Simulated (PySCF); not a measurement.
# F6V ([VF6]3-): the cost of one run

Programs: PySCF 2.14.0, with routines of our own; each step states its level. All values are computed. Atoms count from 0.

### 1 The system as given

7 atoms, charge -3, states of the metal's open shell are computed; geometry from: model start, shaken.

### 2 Optimising the geometry at PBE0-D3(BJ)/def2-SVP

The job: settings as JSON, then the geometry in Å.

```
{"job": {"xc": "PBE0", "basis": "def2-SVP", "d3": "d3bj", "grid": 1, "maxiter": 45, "solvent": "water", "kind": "geom"}, "charge": -3, "metal": "V", "open_shell": "d2"}
V      0.000020     0.004480    -0.004110
F     -0.013360    -0.006820     1.925130
F      0.000900     0.020100    -1.947380
F      1.930690     0.007350     0.005350
F     -1.938420    -0.013960    -0.000440
F      0.010430     1.919840    -0.006860
F     -0.028520    -1.959340    -0.027630
```

Launch:

```console
OMP_NUM_THREADS=1 python lf_run.py task.json out
```

This one command runs all jobs of the session in turn.

Q: Estimate the wall time and peak memory of this first job on 1 thread of Arm Neoverse V1, shared host.

About 79 s, with a peak of 0.73 GiB.
